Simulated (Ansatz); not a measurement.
# Cl3H2Sn with multiplicity 2: a nudged elastic band in two tries

The task is a band of images between two relaxed ends.

Method: UKS B3LYP-D4/def2-SVP, in Ansatz 0.2.0.

### Step 1. Starting point

Bond lengths: Sn1–Cl2 2.347 Å, Sn1–H3 1.707 Å, Sn1–Cl4 2.346 Å, Sn1–Cl5 2.346 Å. Angles: Cl2–Sn1–H3 111.3°, Cl2–Sn1–Cl4 107.6°, Cl2–Sn1–Cl5 107.6°, H3–Sn1–Cl4 111.3°, H3–Sn1–Cl5 111.3°, Cl4–Sn1–Cl5 107.6°.

Coordinates:

```xyz
6

Sn    0.0321    0.0000   -0.1269
Cl   -0.0362    0.0000    2.2196
H     1.6403    0.0000   -0.6999
Cl   -1.1369    1.8930   -0.8701
Cl   -1.1369   -1.8930   -0.8701
H     0.0083    0.0000    5.1530
```

### Step 2. The run

input.yaml

```yaml
crystal:
  periodic: [false, false, false]
  atoms:
    - { symbol: Sn, position_ang: [0.032105, 0.0, -0.126921] }
    - { symbol: Cl, position_ang: [-0.036235, 0.0, 2.219579] }
    - { symbol: H, position_ang: [1.640285, 0.0, -0.699934] }
    - { symbol: Cl, position_ang: [-1.136936, 1.893046, -0.870052] }
    - { symbol: Cl, position_ang: [-1.136936, -1.893046, -0.870052] }
    - { symbol: H, position_ang: [0.008317, 0.0, 5.152981] }
magnetization:
  spin_polarized: true
  initial_magnetization: 1
basis:
  gaussian: { orbitals: def2-SVP }
hamiltonian:
  xc: b3lyp
  dispersion: d4
neb:
  order_check: false
  images: 9
  f_tol: 0.05
  max_iterations: 8
  final_atoms:
    - { symbol: Sn, position_ang: [0.10020136, 0.00448629, 0.00227122] }
    - { symbol: Cl, position_ang: [-0.82356217, -0.04292472, 3.46757188] }
    - { symbol: H, position_ang: [1.71394457, 0.00544072, -0.73621686] }
    - { symbol: Cl, position_ang: [-1.00887886, 1.92303934, -0.90503565] }
    - { symbol: Cl, position_ang: [-1.00824994, -1.91248379, -0.90863188] }
    - { symbol: H, position_ang: [0.39714504, 0.02244216, 3.88564229] }
  initial_path: idpp
  optimiser: quickmin
```

The run is started by

```console
$ ansatz run input.yaml --threads 4 --pin off --max-ram 5120MiB --backend cpu --events-out ev --progress --plain --runs-dir out
```

**Question.** What will these runs give? Wanted: first try.

**Answer**, as computed:

| quantity | value |
| --- | --- |
| first try | refused |
| cause | the word typed for the ensemble or optimiser is not among those the program lists |

**Reading.** The fault in the first input was caught at the input check and cost nothing.
